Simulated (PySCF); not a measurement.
# A diatomic session: SmO

The task here is to estimate one member of a computed series from the others.

Computed with PySCF 2.14.0. Level: Sm x2c-SVPall, O x2c-SVPall, spin-free X2C with a Gaussian nucleus.

The first run:

The job is set up so:

```yaml
atoms: Sm, O
charge: 0
basis: Sm x2c-SVPall, O x2c-SVPall
Hamiltonian: spin-free X2C with a Gaussian nucleus
basis_functions: 99
electrons_treated: 70
masses_in_u: 151.9197, 15.9949
levels: PBE0, PBE, r²SCAN, PW91, M06, LC-ωPBE, HF, MP2, SCS-MP2
grid: 80 radial by 434 angular points
occupations: held fixed by the projection of orbital angular momentum
dissociation_limit: Sm + O, each in its ground configuration
starting_distance_in_angstrom: 1.960
values_of_2S_to_try: 4, 6, 8
```

On the command line:

```bash
> OMP_NUM_THREADS=2 python dia.py task.json out
```

Steps of the session up to this table: Set-up; First curve: PBE0; Other states along the same grid; PBE; r²SCAN; PW91 (GGA); M06 (hybrid meta-GGA); LC-ωPBE; UHF (mean field).

One table of the session follows, with a row left open; its other results are not shown here.

It belongs to the step «Constants by level of theory». 

| level | Re (Å) | ωe (cm⁻¹) | De (eV) |
| --- | --- | --- | --- |
| UHF | 1.795 | 880 | 3.19 |
| UHF-MP2 | 1.789 | 870 | 6.18 |
| UHF-SCS-MP2 | 1.792 | 882 | 6.24 |
| PBE | 1.833 | 754 | 6.40 |
| PW91 | 1.834 | 754 | 6.45 |
| r²SCAN | 1.825 | 772 | 6.33 |
| PBE0 | ? | ? | ? |
| LC-ωPBE | 1.801 | 794 | 5.74 |

**Question.** Estimate the row for PBE0.

**Answer.** Re (Å): 1.811; ωe (cm⁻¹): 761; De (eV): 5.39. In the column «Re (Å)» it lies between LC-ωPBE (1.801) and r²SCAN (1.825).

De is counted to Sm + O in their ground configurations.

To keep in mind: At some levels the lowest empty orbital lies below the highest filled one (the two can be of opposite spin).
